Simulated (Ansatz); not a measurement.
# C₂H₈N₂O₂W: up Jacob's ladder to CCSD(T)

An exercise on one series of results from a longer session: the logs are not shown, and one member is left open.

Computed with Ansatz 0.2.0, Gaussian basis. Level: functionals in def2-TZVPP, the program's frozen cores in correlated methods.

Plan: LDA (SPW92), PBE-D4, revPBE-D4, BLYP-D4, r2SCAN-D4, B97M-V, PBE0-D4, B3LYP-D4, r2SCANh-D4, r2SCAN0-D4, HSE06-D4, BHLYP-D4, CAM-B3LYP-D4, LC-ωPBE, ωB97X-V, ωB97M-V, B2PLYP, PBE-QIDH; CCSD(T)/def2-SVP; CCSD(T)/def2-TZVPP; MP2/def2-QZVPP; extrapolation to the limit; RPA on PBE.

**The relaxed structure**

All runs share one geometry, relaxed beforehand with PBE0-D4 in a triple-zeta def2 set. W takes the def2 core potential; no spin-orbit term is included.

SMILES `C[O][W](=[NH])(=[NH])[O]C`, 15 atoms, charge 0, spin multiplicity 1.

Atoms are counted from 1 here; the program's logs count them from 0.

Bond lengths: C1–O2 1.402 Å, C1–H8 1.094 Å, C1–H9 1.094 Å, C1–H10 1.094 Å, O2–W3 1.883 Å, W3–N4 1.754 Å, W3–N5 1.754 Å, W3–O6 1.883 Å, N4–H11 1.007 Å, N5–H12 1.007 Å, O6–C7 1.402 Å, C7–H13 1.094 Å, C7–H14 1.094 Å, C7–H15 1.094 Å. Angles: O2–C1–H8 109.0°, O2–C1–H9 111.4°, O2–C1–H10 109.8°, H8–C1–H9 109.0°, H8–C1–H10 108.6°, H9–C1–H10 109.0°, C1–O2–W3 135.7°, O2–W3–N4 108.1°, O2–W3–N5 109.1°, O2–W3–O6 110.7°, N4–W3–N5 111.8°, N4–W3–O6 109.1°, N5–W3–O6 108.1°, W3–N4–H11 157.4°, W3–N5–H12 157.3°, W3–O6–C7 135.6°, O6–C7–H13 111.4°, O6–C7–H14 109.8° and more.

The first run:

Contents of in.yaml:

```yaml
crystal:
  periodic: [false, false, false]
  atoms:
    - {symbol: C, position_ang: [1.856358, -1.199011, 1.869298]}
    - {symbol: O, position_ang: [1.181770, -0.194981, 1.159865]}
    - {symbol: W, position_ang: [0.144247, -0.117967, -0.409340]}
    - {symbol: N, position_ang: [0.031070, -1.739721, -1.067574]}
    - {symbol: N, position_ang: [0.895639, 0.993201, -1.539502]}
    - {symbol: O, position_ang: [-1.588327, 0.515003, -0.031313]}
    - {symbol: C, position_ang: [-2.366009, 1.610026, -0.435153]}
    - {symbol: H, position_ang: [1.628696, -1.097339, 2.934223]}
    - {symbol: H, position_ang: [1.554598, -2.195787, 1.533238]}
    - {symbol: H, position_ang: [2.936331, -1.087889, 1.731461]}
    - {symbol: H, position_ang: [0.100874, -2.469440, -1.757319]}
    - {symbol: H, position_ang: [1.370483, 1.285536, -2.377485]}
    - {symbol: H, position_ang: [-1.759701, 2.360655, -0.951316]}
    - {symbol: H, position_ang: [-3.161623, 1.271289, -1.105871]}
    - {symbol: H, position_ang: [-2.824405, 2.066414, 0.446788]}
basis:
  gaussian: {orbitals: def2-TZVPP}
hamiltonian: {xc: lda}
output: {orbitals: {seedname: orbitals}}
```

Run with:

```sh
> ansatz run in.yaml --threads 2 --pin off --events-out ev --progress --plain --max-ram 20480MiB --backend cuda --devices 0, --max-vram 18GiB
```

Among the steps run: LDA; PBE-D4 (GGA); revPBE-D4 (GGA); BLYP-D4 (GGA); r2SCAN-D4 (meta-GGA); B97M-V (meta-GGA); B3LYP-D4 (hybrid); r2SCANh-D4 (hybrid); r2SCAN0-D4 (hybrid); HSE06-D4 (hybrid); BHLYP-D4 (hybrid); CAM-B3LYP-D4 (range-separated); LC-ωPBE (range-separated); ωB97X-V (range-separated); ωB97M-V (range-separated); B2PLYP (double hybrid); PBE-QIDH (double hybrid).

One of the session's tables, all rows but one given; the rest of the session is left out.

It belongs to the step «Orbital energies across the functionals». 

| functional | HOMO (eV) | gap (eV) |
| --- | --- | --- |
| LDA (SPW92) | -6.02 | 4.57 |
| PBE-D4 | -5.83 | 4.61 |
| revPBE-D4 | -5.76 | 4.62 |
| BLYP-D4 | -5.70 | 4.58 |
| r2SCAN-D4 | -6.12 | 5.01 |
| B97M-V | -6.19 | 5.12 |
| PBE0-D4 | -7.19 | 6.78 |
| B3LYP-D4 | -6.95 | 6.31 |
| r2SCANh-D4 | -6.62 | 5.82 |
| r2SCAN0-D4 | -7.39 | 7.06 |
| HSE06-D4 | -6.79 | 6.00 |
| BHLYP-D4 | -8.44 | 8.98 |
| CAM-B3LYP-D4 | -8.53 | 9.21 |
| LC-ωPBE | -9.85 | 11.68 |
| ωB97X-V | ? | ? |
| ωB97M-V | -9.45 | 11.08 |

Estimate the missing values for ωB97X-V.

**Answer.** HOMO (eV): -9.52; gap (eV): 11.25. In the column «HOMO (eV)» it lies between LC-ωPBE (-9.85) and ωB97M-V (-9.45).
